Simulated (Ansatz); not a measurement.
# SnSe2 (SnSe2, deposited cell): the cost of one run

Program: Ansatz 0.2.0. Level of theory: DFT LDA, scalar-relativistic, plane waves, PAW. These are calculated values, not measurements.

## Step 1: Starting point

The structure is trigonal, space group P-3m1 (No. 164). The conventional cell has a = 3.811 Å, b = 3.811 Å, c = 6.136 Å, α = 90.00°, β = 90.00°, γ = 120.00°. Around Sn (site symmetry -3m) lie 6 Se at 2.68 Å. Around Se (site symmetry 3m) lie 3 Sn at 2.68 Å.

As a file:

```xyz
3
Lattice="3.8110 0.0000 0.0000 -1.9055 3.3004 0.0000 0.0000 0.0000 6.1360" Properties=species:S:1:pos:R:3 pbc="T T T"
Sn    0.0000    0.0000    0.0000
Se    0.0000    2.2003    1.5279
Se    1.9055    1.1001    4.6081
```

The structure rests on an entry of the Crystallography Open Database; cell or positions may have been set otherwise for this series.

## Step 2: Relaxing the atoms: SnSe2 (SnSe2, deposited cell), no spin

input.yaml reads:

```yaml
crystal:
  lattice:
    - [3.811, 0.0, 0.0]
    - [-1.9055, 3.3004228138, 0.0]
    - [0.0, 0.0, 6.136]
  atoms:
    - { symbol: Sn, position: [0.0, 0.0, 0.0] }
    - { symbol: Se, position: [0.3333333333, 0.6666666667, 0.249] }
    - { symbol: Se, position: [0.6666666667, 0.3333333333, 0.751] }
scf:
  occupations: { method: fixed }
output:
  forces: true
  stress: true
  eigenvalues: true
  write_density: true
  write_potential: true
  elf: true
  volumetric_format: npy
hamiltonian:
  xc: lda
basis:
  ecutwfc: 440
kpoints:
  mp_grid: { grid: [10, 10, 6] }
relax:
  f_tol: 0.001
  max_steps: 40
```

Launch:

```
> ansatz run input.yaml --threads 1 --pin off --max-ram 2867MiB --backend cpu --events-out ev --progress --plain --runs-dir out
```

What time and memory should one allow on 1 thread of Intel Xeon at 2.30GHz, shared host?

About 45 s, with a peak of 0.43 GiB.
